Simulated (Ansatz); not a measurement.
# One shape, several levels: doublet GeH2S+

We compute a comparison of 6 runs (U-r2SCAN/STO-3G, U-revPBE/STO-3G, U-wB97X/STO-3G, UCAM-B3LYP/STO-3G, USVWN5/STO-3G, UBCCD(T)/STO-3G) of doublet GeH2S+. 

The calculation is run with Ansatz 0.2.0.

51 further runs of the same task are left out: 3 that didn't finish, 48 set aside as unsound or not needed.

## (1) Starting point

GeH2S+ has 4 atoms, charge +1, and is taken as a doublet. SMILES of the parent species: `[SH][GeH]`. Geometry: relaxed at PBE0-D4/def2-TZVP. That shape belongs to the parent species and isn't relaxed for this state.

Bond lengths: S1–Ge2 2.225 Å, S1–H3 1.342 Å, Ge2–H4 1.595 Å. Angles: S1–Ge2–H4 93.7°, Ge2–S1–H3 100.2°.

## (2) The energy at U-r2SCAN/STO-3G (run 1)

Contents of job.yaml:

```yaml
crystal:
  periodic: [false, false, false]
  atoms:
    - {symbol: S, position_ang: [-0.443300, -1.201800, 0.271700]}
    - {symbol: Ge, position_ang: [-0.841700, 0.737900, -0.743600]}
    - {symbol: H, position_ang: [0.779200, -0.962100, 0.771200]}
    - {symbol: H, position_ang: [0.561200, 1.365900, -0.319400]}
basis:
  gaussian: {orbitals: STO-3G}
accuracy: high
total_charge: 1
hamiltonian: {xc: {name: r2SCAN}}
magnetization: {spin_polarized: true, initial_magnetization: 1}
```

Command:

```
$ ansatz run job.yaml --threads 1 --pin off --max-ram 2610MiB --events-out events.jsonl --progress --plain --runs-dir runs
```

What it wrote:

```text
Warning: RAYON_NUM_THREADS=1 ignored (pool sized by the plan → 1); use --threads N
Functional definition: r2SCAN
  name "r2SCAN"
  parameter k0 = 0.174
  parameter k1 = 0.065
  parameter a1 = 4.9479
  exchange = r2scan_x(k0 = k0, k1 = k1, a1 = a1)
  correlation = r2scan_c
420 factors; integrals over basis functions are off by at most 1.4e-8 eV
mean field evaluation 1: about -66477.9025 eV, gradient 1.0e2 eV
mean field evaluation 2: about -66505.9550 eV, gradient 6.1e1 eV
mean field evaluation 4: about -66602.4461 eV, gradient 1.9e1 eV
mean field evaluation 8: about -66607.7306 eV, gradient 8.1e-1 eV
mean field evaluation 16: about -66607.7129 eV, gradient 1.5e-2 eV
mean field evaluation 32: about -66600.1332 eV, gradient 1.8e1 eV
mean field -66607.71294866 eV, -2447.7883025340 hartree, gradient 7.9e-8 eV, S^2 0.789509; 5 other end points of the search recorded, 0 dependent functions left out
reference -66607.71294941 eV, -2447.7883025614 hartree; 25, 24 occupied and 4, 5 virtual orbitals, 420 factors
Total energy: -66607.71294941 eV, -2447.7883025614 hartree
```

It took 9.3 s on 1 thread of Arm Neoverse V1, shared host; peak memory 0.23 GiB.

## (3) A single-point energy at U-revPBE/STO-3G (run 2)

Contents of job.yaml:

```yaml
crystal:
  periodic: [false, false, false]
  atoms:
    - symbol: S
      position_ang: [-0.443300, -1.201800, 0.271700]
    - symbol: Ge
      position_ang: [-0.841700, 0.737900, -0.743600]
    - symbol: H
      position_ang: [0.779200, -0.962100, 0.771200]
    - symbol: H
      position_ang: [0.561200, 1.365900, -0.319400]
basis:
  gaussian:
    orbitals: STO-3G
total_charge: 1
magnetization:
  spin_polarized: true
  initial_magnetization: 1
hamiltonian:
  xc: {name: revPBE}
accuracy: high
```

Command:

```
$ ansatz run job.yaml --threads 1 --pin off --max-ram 2610MiB --events-out events.jsonl --progress --plain --runs-dir runs
```

What it wrote:

```text
Warning: RAYON_NUM_THREADS=1 ignored (pool sized by the plan → 1); use --threads N
Functional definition: revPBE
  name "revPBE"
  parameter kappa = 1.245
  parameter beta = 0.06672455060314922
  exchange = pbe_x(kappa = kappa, mu = beta*pi^2/3)
  correlation = pbe_c(beta = beta)
420 factors; integrals over basis functions are off by at most 1.4e-8 eV
mean field evaluation 1: about -66412.8603 eV, gradient 1.8e2 eV
mean field evaluation 2: about -66468.4168 eV, gradient 6.8e1 eV
mean field evaluation 4: about -66586.4099 eV, gradient 3.4e1 eV
mean field evaluation 8: about -66587.9605 eV, gradient 3.1e1 eV
mean field evaluation 16: about -66598.6807 eV, gradient 1.7e0 eV
mean field evaluation 32: about -66593.4150 eV, gradient 1.7e1 eV
mean field -66599.34015125 eV, -2447.4806079045 hartree, gradient 3.0e-8 eV, S^2 0.768795; 8 other end points of the search recorded, 0 dependent functions left out
reference -66599.34015348 eV, -2447.4806079861 hartree; 25, 24 occupied and 4, 5 virtual orbitals, 420 factors
Total energy: -66599.34015348 eV, -2447.4806079861 hartree
```

Run time: 4.5 s. Hardware: 1 thread of Arm Neoverse V1, shared host; peak memory 0.13 GiB.

Runs 3 to 5 aren't shown in full; the table further down has their settings and results.

## (4) The energy at UBCCD(T)/STO-3G (run 6)

Contents of molecule.yaml:

```yaml
crystal:
  periodic: [false, false, false]
  atoms:
    - {symbol: S, position_ang: [-0.443300, -1.201800, 0.271700]}
    - {symbol: Ge, position_ang: [-0.841700, 0.737900, -0.743600]}
    - {symbol: H, position_ang: [0.779200, -0.962100, 0.771200]}
    - {symbol: H, position_ang: [0.561200, 1.365900, -0.319400]}
basis:
  gaussian: {orbitals: STO-3G}
correlation: {method: bccd_t, frozen_orbitals: {Ge: 9, H: 0, S: 5}}
magnetization: {spin_polarized: true, initial_magnetization: 1}
scf: {omitted_lower_state_checks: [cluster_reference, increment]}
total_charge: 1
accuracy: high
```

Command:

```
$ ansatz run molecule.yaml --threads 1 --pin off --max-ram 2610MiB --events-out events.jsonl --progress --plain --runs-dir runs
```

What it wrote:

```text
Warning: RAYON_NUM_THREADS=1 ignored (pool sized by the plan → 1); use --threads N
[... 14 lines left out ...]
14 core orbitals not correlated: weight in the atoms' cores, before any rotation towards them, 1.000 or more for the frozen orbitals, at most 0.000 for the correlated occupied ones
[... 43 lines left out ...]
Total energy: -66557.25017266 eV, -2445.9338297207 hartree
Checks for a lower state left out: cluster_reference, increment
```

Wall time 1.4 s (1 thread of Arm Neoverse V1, shared host).

## (5) Overview of the runs

```csv
run,level,frozen core orbitals,energy (Eh),⟨S²⟩,wall time
1,U-r2SCAN/STO-3G,–,-2447.788303,0.790,9.3 s
2,U-revPBE/STO-3G,–,-2447.480608,0.769,4.5 s
3,U-wB97X/STO-3G,–,-2447.773340,0.800,16 s
4,UCAM-B3LYP/STO-3G,–,-2447.750451,0.780,4.2 s
5,USVWN5/STO-3G,–,-2442.950247,0.762,2.1 s
6,UBCCD(T)/STO-3G,14,-2445.933830,0.800,1.4 s
```

## (6) Summary of results

```
                                           quantity           value
                                run 6: total energy  -2445.93383 Eh
run 6: correlation energy (14 core orbitals frozen)       -94.9 mEh
                              run 6: (T) correction       -5.22 mEh
           run 6: ⟨S²⟩ of the reference determinant           0.800
```

**Reading.** Totals of different functionals can't be ranked against each other. In runs 1, 2, 3, 4, 5, 6 the basis is minimal, so the values are rough. All runs together took 38 s, the longest 16 s.
